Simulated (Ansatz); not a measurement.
**C3HF5: how energies converge with the basis set**

The task here is to estimate one member of a computed series from the others.

Method: one geometry, several basis sets; program: Ansatz 0.2.0, Gaussian basis.

Levels to be run: PBE0-D4/def2-SVP; ωB97M-V/def2-SVP; PBE0-D4/def2-QZVPP; ωB97M-V/def2-QZVPP; the functionals' def2-TZVPP values are taken from earlier runs.

## The geometry

An earlier PBE0-D4 in a triple-zeta def2 set relaxation fixed the geometry.

SMILES `F/C=C(\F)C(F)(F)F`, 9 atoms, charge 0, spin multiplicity 1.

Atoms are counted from 1 here; the program's logs count them from 0.

Bond lengths: F1–C2 1.322 Å, C2–C3 1.322 Å, C2–H9 1.081 Å, C3–F4 1.325 Å, C3–C5 1.497 Å, C5–F6 1.334 Å, C5–F7 1.335 Å, C5–F8 1.335 Å. Angles: F1–C2–C3 121.5°, F1–C2–H9 115.4°, C3–C2–H9 123.1°, C2–C3–F4 122.8°, C2–C3–C5 123.7°, F4–C3–C5 113.5°, C3–C5–F6 111.0°, C3–C5–F7 111.1°, C3–C5–F8 111.1°, F6–C5–F7 108.2°, F6–C5–F8 108.2°, F7–C5–F8 107.3°.

The first run:

The input, in.yaml:

```yaml
crystal:
  periodic: [false, false, false]
  atoms:
    - {symbol: F, position_ang: [-0.007620, -1.631276, 1.997955]}
    - {symbol: C, position_ang: [-0.072391, -0.522686, 1.281276]}
    - {symbol: C, position_ang: [0.085495, -0.538474, -0.031507]}
    - {symbol: F, position_ang: [0.316511, -1.651179, -0.713339]}
    - {symbol: C, position_ang: [0.021655, 0.686764, -0.889953]}
    - {symbol: F, position_ang: [-0.211013, 1.774506, -0.153124]}
    - {symbol: F, position_ang: [1.166389, 0.869591, -1.551495]}
    - {symbol: F, position_ang: [-0.949545, 0.585405, -1.799936]}
    - {symbol: H, position_ang: [-0.260882, 0.381047, 1.842924]}
basis:
  gaussian: {orbitals: def2-SVP}
hamiltonian: {xc: pbe0, dispersion: d4}
output: {orbitals: {seedname: orbitals}}
```

On the command line:

```sh
ansatz run in.yaml --threads 8 --pin off --events-out ev --progress --plain --max-ram 18278MiB
```

Among the steps run: PBE0-D4 in def2-SVP; ωB97M-V in def2-SVP; PBE0-D4 in def2-QZVPP; ωB97M-V in def2-QZVPP.

One of the session's tables, all rows but one given; the rest of the session is left out.

It belongs to the step «Density functionals: the series». 

```
functional       basis  HOMO (eV)
   PBE0-D4    def2-SVP      -8.23
   PBE0-D4  def2-TZVPP          ?
   PBE0-D4  def2-QZVPP      -8.41
   ωB97M-V    def2-SVP     -10.48
   ωB97M-V  def2-TZVPP     -10.64
   ωB97M-V  def2-QZVPP     -10.69
```

Estimate the missing values for PBE0-D4, def2-TZVPP.

The run gave: HOMO (eV): -8.36. In the column «HOMO (eV)» it lies between PBE0-D4, def2-QZVPP (-8.41) and PBE0-D4, def2-SVP (-8.23).
